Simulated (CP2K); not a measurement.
# Two attempts at C2H7NSi (SMILES C=NC[SiH3])

Aim: energy and forces of C2H7NSi at GFN1-xTB.

The calculation is run with CP2K 2026.2.

7 further runs of the same task are left out: 1 that didn't finish, 6 set aside as unsound or not needed.

### 1 The molecule

C2H7NSi: 11 atoms, total charge 0, spin state singlet. As SMILES, `C=NC[SiH3]`. Geometry: relaxed at PBE0-D4/def2-TZVP. This is one conformer, not always the lowest.

Bond lengths: C1–N2 1.259 Å, N2–C3 1.437 Å, C3–Si4 1.893 Å, C1–H5 1.090 Å, C1–H6 1.099 Å, C3–H7 1.095 Å, C3–H8 1.101 Å, Si4–H9 1.487 Å, Si4–H10 1.484 Å, Si4–H11 1.489 Å. Some angles: C1–N2–C3 118.6°, N2–C3–Si4 109.5°, N2–C1–H5 119.2°, N2–C1–H6 123.3°, N2–C3–H7 109.0°, N2–C3–H8 113.7°, Si4–C3–H7 106.9°, Si4–C3–H8 109.5°, C3–Si4–H9 109.5°, C3–Si4–H10 110.5°.

### 2 First attempt

Input file molecule.pdb:

```
HETATM    1 C    MOL A   1      -0.639   1.869   0.364  1.00  0.00           C
HETATM    2 N    MOL A   1      -0.999   0.713   0.018  1.00  0.00           N
HETATM    3 C    MOL A   1      -0.299  -0.417   0.563  1.00  0.00           C
HETATM    4 Si   MOL A   1       0.706  -1.257  -0.803  1.00  0.00          SI
HETATM    5 H    MOL A   1      -1.146   2.734  -0.063  1.00  0.00           H
HETATM    6 H    MOL A   1       0.167   2.059   1.087  1.00  0.00           H
HETATM    7 H    MOL A   1      -1.030  -1.151   0.918  1.00  0.00           H
HETATM    8 H    MOL A   1       0.365  -0.162   1.404  1.00  0.00           H
HETATM    9 H    MOL A   1       1.730  -0.311  -1.320  1.00  0.00           H
HETATM   10 H    MOL A   1      -0.180  -1.683  -1.914  1.00  0.00           H
HETATM   11 H    MOL A   1       1.390  -2.450  -0.232  1.00  0.00           H
END
```

Input file mol.inp:

```
&global
 project_name mol
 run_type ENERGY_FORCE
 print_level MEDIUM
&end global

&force_eval
 method Quickstep
 &dft
  &qs
   method B3LYP
   eps_default 1.0E-10
   &xtb
    gfn_type 1
    check_atomic_charges F
   &end xtb
  &end qs
  &poisson
   periodic NONE
   poisson_solver ANALYTIC
  &end poisson
  &scf
   scf_guess ATOMIC
   eps_scf 1.0E-06
   max_scf 50
   &ot
    minimizer CG
    preconditioner FULL_ALL
   &end ot
   &outer_scf
    eps_scf 1.0E-06
    max_scf 5
   &end outer_scf
  &end scf
  &print
   &moments
    periodic F
    reference COM
    max_moment 1
   &end moments
   &mo_cubes
    nlumo 3
    nhomo -1
    write_cube F
   &end mo_cubes
   &hirshfeld OFF
   &end hirshfeld
  &end print
 &end dft
 &subsys
  &cell
   abc 18.9 21.2 19.3
   periodic NONE
  &end cell
  &topology
   coord_file_name molecule.pdb
   coord_file_format PDB
   conn_file_format OFF
   &center_coordinates
   &end center_coordinates
  &end topology
 &end subsys
 &print
  &forces ON
  &end forces
 &end print
&end force_eval
```

Command:

```
$ OMP_NUM_THREADS=1 cp2k.psmp mol.inp > mol.out
```

Output:

```text
*******************************************************************************
 *   ___                                                                       *
 *  /   \                                                                      *
 * [ABORT]                                                                     *
 *  \___/                   invalid value for enumeration:B3LYP                *
 *    |                                                                        *
 *  O/|                                                                        *
 * /| |                                                                        *
 * / \                                     input/input_enumeration_types.F:215 *
 *******************************************************************************

 ===== Routine Calling Stack =====

            6 val_create_parsing
            5 section_vals_parse
            4 section_vals_parse
            3 section_vals_parse
            2 section_vals_parse
            1 read_input

Program received signal SIGABRT: Process abort signal.

Backtrace for this error:
#0  0x4961ca37f957 in ???
#1  0x4961eac34cac in __pthread_kill_implementation
#2  0x4961eabdbfb7 in raise
#3  0x4961eabc5d37 in abort
#4  0x4961caa52d83 in ???
#5  0x4961caa54297 in ???
#6  0x4961caa54497 in ???
#7  0x4961cabb226f in ???
#8  0x4961cabc183b in ???
#9  0x4961cabc367b in ???
#10  0x4961cabc38f7 in ???
#11  0x4961cabc38f7 in ???
#12  0x4961cabc38f7 in ???
#13  0x4961ca499807 in ???
#14  0x4961cad04e8b in ???
#15  0x4961cad09d0b in ???
#16  0x4961ca420db3 in ???
#17  0x4961ca41ef13 in ???
#18  0x4961eabc6573 in __libc_start_call_main
#19  0x4961eabc6657 in __libc_start_main_impl
#20  0x4961ca41f06f in ???
#21  0xffffffffffffffff in ???
```

It took 0.22 s on 1 thread of Arm Neoverse V1, shared host.

### 3 Diagnosis

The input was rejected.

The log says `\___/                   invalid value for enumeration:B3LYP`. What is wrong: the keyword for the method is given a word that it doesn't take.

### 4 Try two

molecule.pdb is that of step 2.

Input file molecule.inp:

```
&GLOBAL
   PROJECT_NAME molecule
   RUN_TYPE ENERGY_FORCE
   PRINT_LEVEL MEDIUM
&END GLOBAL
&FORCE_EVAL
   METHOD QUICKSTEP
   &DFT
      CHARGE 0
      MULTIPLICITY 1
      &QS
         METHOD XTB
         EPS_DEFAULT 1.0E-10
         &XTB
            GFN_TYPE 1
            CHECK_ATOMIC_CHARGES F
         &END XTB
      &END QS
      &POISSON
         PERIODIC NONE
         POISSON_SOLVER ANALYTIC
      &END POISSON
      &SCF
         SCF_GUESS ATOMIC
         EPS_SCF 1.0E-06
         MAX_SCF 50
         &OT ON
            MINIMIZER CG
            PRECONDITIONER FULL_ALL
         &END OT
         &OUTER_SCF
            EPS_SCF 1.0E-06
            MAX_SCF 5
         &END OUTER_SCF
      &END SCF
      &PRINT
         &MOMENTS
            PERIODIC F
            REFERENCE COM
            MAX_MOMENT 1
         &END MOMENTS
         &MO_CUBES
            NLUMO 3
            NHOMO -1
            WRITE_CUBE F
         &END MO_CUBES
         &HIRSHFELD OFF
         &END HIRSHFELD
      &END PRINT
   &END DFT
   &SUBSYS
      &CELL
         ABC [angstrom] 18.9 21.2 19.3
         PERIODIC NONE
      &END CELL
      &TOPOLOGY
         COORD_FILE_NAME molecule.pdb
         COORD_FILE_FORMAT PDB
         CONN_FILE_FORMAT OFF
         &CENTER_COORDINATES
         &END CENTER_COORDINATES
      &END TOPOLOGY
   &END SUBSYS
   &PRINT
      &FORCES ON
      &END FORCES
   &END PRINT
&END FORCE_EVAL
```

Command:

```
$ OMP_NUM_THREADS=1 cp2k.psmp molecule.inp > molecule.out
```

Output:

```text
CP2K| version string:                                       CP2K version 2026.2
[...]
 GLOBAL| Method name                                                        CP2K
[...]
 GLOBAL| Run type                                                   ENERGY_FORCE
[...]
                             - Atoms:                                         11
[...]
                             - Spherical basis functions:                     35
[...]
 Number of electrons:                                                         24
[...]
     1 OT CG       0.15E+00    0.0     0.07807182       -12.9265196700 -1.29E+01
[...]
    12 OT CG       0.75E-01    0.0     0.00000032       -13.0010923616 -1.75E-11
  *** SCF run converged in    12 steps ***
[...]
 TB_DIPOLE| Moment [Debye]          0.59329096       0.04129160       0.81413269
 TB_DIPOLE| Derivative [a.u.]       0.00000000       0.00000000       0.00000000
[...]
 ENERGY| Total FORCE_EVAL ( QS ) energy [hartree]            -13.001092361632697
 FORCES| Atomic forces [hartree/bohr]
 FORCES|   Atom     x               y               z               |f|
 FORCES|      1  2.21637480E-03  7.62302097E-03  1.20458166E-03   8.02955683E-03
 FORCES|      2 -4.84571856E-03 -1.03885325E-03 -4.69517192E-03   6.82677404E-03
 FORCES|      3  9.15613027E-03 -1.15814297E-02  2.55601044E-04   1.47658243E-02
 FORCES|      4  7.38915331E-03 -3.61869912E-03 -1.28809381E-02   1.52844083E-02
 FORCES|      5  2.22207552E-03 -2.61006200E-03  2.46118968E-03   4.21989312E-03
 FORCES|      6 -2.14837558E-03  1.95474976E-03 -2.20366255E-03   3.64591455E-03
 FORCES|      7 -5.16637079E-03  1.37092432E-03  4.59707661E-03   7.05010170E-03
 FORCES|      8 -3.32688786E-03  3.66664477E-03  6.05235979E-03   7.81943257E-03
 FORCES|      9 -7.07007949E-03 -7.26368187E-03  2.86851548E-03   1.05344900E-02
 FORCES|     10  6.61461836E-03  2.92925137E-03  7.23447420E-03   1.02308996E-02
 FORCES|     11 -5.04092000E-03  8.56813473E-03 -4.89402592E-03   1.10804015E-02
 FORCES| Sum     3.23525928E-16  5.89805982E-17 -1.43114687E-16
 FORCES| Total atomic force                                       3.58649621E-16
[...]
```

It took 0.48 s on 1 thread of Arm Neoverse V1, shared host.

### 5 Results

At GFN1-xTB:

| quantity | value |
| --- | --- |
| total energy | -13.00109 Eh |
| dipole moment (from atomic charges alone) | 1.01 D |
| HOMO energy | -11.37 eV |
| dispersion energy | -8.93 kJ/mol |
| largest force on an atom | 0.786 eV/Å |

In words: The dipole comes from point charges on the atoms alone, without atomic dipoles, so it is partial. The largest force is 0.79 eV/Å: the shape isn't a stationary point for this species at this level.
